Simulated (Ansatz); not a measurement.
# UCCSD(T)/6-311+G(d,p) run of SiHCl2O (SMILES [O][SiH](Cl)Cl)

Aim: the energy change on altering one bond length of SiHCl2O at UCCSD(T)/6-311+G**, from 2 runs. 

The calculation is run with Ansatz 0.2.0.

45 further runs of the same task are left out: 45 set aside as unsound or not needed.

## (1) The structure to begin with

SiHCl2O has 5 atoms, charge 0, and is taken as a doublet. As SMILES, `[O][SiH](Cl)Cl`. The shape is that of a PBE0-D4/def2-TZVP optimisation.

Bond lengths: O1–Si2 1.649 Å, Si2–Cl3 2.028 Å, Si2–Cl4 2.028 Å, Si2–H5 1.479 Å. Angles: O1–Si2–Cl3 111.9°, O1–Si2–Cl4 111.9°, Cl3–Si2–Cl4 108.4°, O1–Si2–H5 101.4°, Cl3–Si2–H5 111.6°, Cl4–Si2–H5 111.6°.

## (2) A single-point energy at UCCSD(T)/6-311+G(d,p)

Contents of molecule.yaml:

```yaml
crystal:
  periodic: [false, false, false]
  atoms:
    - {symbol: O, position_ang: [0.092100, -0.719000, 1.517100]}
    - {symbol: Si, position_ang: [0.084300, -0.040000, 0.014900]}
    - {symbol: Cl, position_ang: [-0.523700, 1.894600, 0.060800]}
    - {symbol: Cl, position_ang: [-1.112100, -1.056100, -1.269800]}
    - {symbol: H, position_ang: [1.509200, -0.153100, -0.364300]}
basis:
  gaussian:
    orbitals: 6-311+G_st__st_-spherical.json
magnetization:
  spin_polarized: true
  initial_magnetization: 1
correlation:
  method: ccsd_t
  frozen_orbitals: {Cl: 5, H: 0, O: 1, Si: 5}
accuracy: high
scf:
  omitted_lower_state_checks: [cluster_reference, increment]
```

The basis set 6-311+G** is read from a file made from the Basis Set Exchange's data (not shown).

Started as:

```console
ansatz run molecule.yaml --threads 1 --pin off --max-ram 3480MiB --events-out events.jsonl --progress --plain --runs-dir runs
```

Output, cut to the lines that bear on the results:

```text
Warning: RAYON_NUM_THREADS=1 ignored (pool sized by the plan → 1); use --threads N
Functional definition: HF
  name "HF"
[...]
1999 factors; integrals over basis functions are off by at most 8.4e-9 eV
[...]
mean field -34926.04849765 eV, -1283.5086085626 hartree, gradient 1.3e-8 eV, S^2 0.756291; 5 other end points of the search recorded, 0 dependent functions left out
16 core orbitals not correlated: weight in the atoms' cores, before any rotation towards them, 1.000 or more for the frozen orbitals, at most 0.000 for the correlated occupied ones
reference -34926.04849765 eV, -1283.5086085626 hartree; 13, 12 occupied and 89, 90 virtual orbitals, 1999 factors
second order -14.00277923 eV of doubles, -0.00000000 eV of singles
cycle   1  -14.75582991 eV  change   -7.5e-1 eV  update   8.1e-2
[...]
cycle  37  -15.16545856 eV  change   -1.1e-9 eV  update   2.2e-9
perturbative correction -0.40798214 eV, -0.0149930670 hartree
Total energy: -34941.62193834 eV, -1284.0809219521 hartree
Checks for a lower state left out: cluster_reference, increment
```

It took 62 s on 1 thread of AMD EPYC 9R45 (Zen 5), shared host; peak memory 2 GiB.

## (3) The distorted shape, same level

Contents of job.yaml:

```yaml
crystal:
  periodic: [false, false, false]
  atoms:
    - {symbol: O, position_ang: [0.396095, -1.686285, 1.494150]}
    - {symbol: Si, position_ang: [0.388295, -1.007285, -0.008050]}
    - {symbol: Cl, position_ang: [-0.523700, 1.894600, 0.060800]}
    - {symbol: Cl, position_ang: [-0.808105, -2.023385, -1.292750]}
    - {symbol: H, position_ang: [1.813195, -1.120385, -0.387250]}
basis:
  gaussian:
    orbitals: 6-311+G_st__st_-spherical.json
magnetization:
  spin_polarized: true
  initial_magnetization: 1
correlation:
  method: ccsd_t
  frozen_orbitals: {Cl: 5, H: 0, O: 1, Si: 5}
accuracy: high
scf:
  omitted_lower_state_checks: [cluster_reference, increment]
```

The basis set 6-311+G** is read from a file made from the Basis Set Exchange's data (not shown).

Started as:

```console
ansatz run job.yaml --threads 1 --pin off --max-ram 3480MiB --events-out events.jsonl --progress --plain --runs-dir runs
```

Output, cut to the lines that bear on the results:

```text
Warning: RAYON_NUM_THREADS=1 ignored (pool sized by the plan → 1); use --threads N
[... 2 set-up lines as earlier in the session ...]
[...]
1961 factors; integrals over basis functions are off by at most 3.8e-8 eV
[...]
mean field -34923.17063368 eV, -1283.4028490123 hartree, gradient 4.8e-8 eV, S^2 1.319994; 16 other end points of the search recorded, 0 dependent functions left out
16 core orbitals not correlated: weight in the atoms' cores, before any rotation towards them, 1.000 or more for the frozen orbitals, at most 0.000 for the correlated occupied ones
reference -34923.17063368 eV, -1283.4028490123 hartree; 13, 12 occupied and 89, 90 virtual orbitals, 1961 factors
second order -13.53751177 eV of doubles, -0.00000000 eV of singles
cycle   1  -14.39496235 eV  change   -8.6e-1 eV  update   1.1e-1
[...]
cycle  64  -15.20086337 eV  change   4.0e-10 eV  update   1.2e-9
perturbative correction -0.51246715 eV, -0.0188328205 hartree
Total energy: -34938.88396420 eV, -1283.9803032580 hartree
Checks for a lower state left out: cluster_reference, increment
```

Wall time 1.9 min (1 thread of AMD EPYC 9R45 (Zen 5), shared host); peak memory 2 GiB.

## (4) Outcome

Level: UCCSD(T)/6-311+G**, 16 core orbitals frozen.

```
                                                           quantity           value
                                          first shape: total energy  -1284.08092 Eh
          first shape: correlation energy (16 core orbitals frozen)      -572.3 mEh
                                        first shape: (T) correction      -14.99 mEh
                     first shape: ⟨S²⟩ of the reference determinant           0.756
                                         first shape: T1 diagnostic           0.014
                                      distorted shape: total energy  -1283.98030 Eh
      distorted shape: correlation energy (16 core orbitals frozen)      -577.5 mEh
                                    distorted shape: (T) correction      -18.83 mEh
                 distorted shape: ⟨S²⟩ of the reference determinant           1.320
                                     distorted shape: T1 diagnostic           0.046
energy change with the Si2–Cl3 bond stretched from 2.028 to 3.043 Å        2.738 eV
```

**Reading.** With the Si2–Cl3 bond stretched from 2.028 to 3.043 Å the energy rises by 2.74 eV (264 kJ/mol). The first shape isn't relaxed at this level, so the change isn't measured from a minimum. The triples (first shape) make up 2.6 % of the correlation energy. ⟨S²⟩ (distorted shape) is 1.32 where a pure doublet has 0.75: the reference is spin-contaminated. The T1 diagnostic (distorted shape) of 0.046 is above the customary mark for such species, so a single reference may not serve. The triples (distorted shape) make up 3.3 % of the correlation energy.
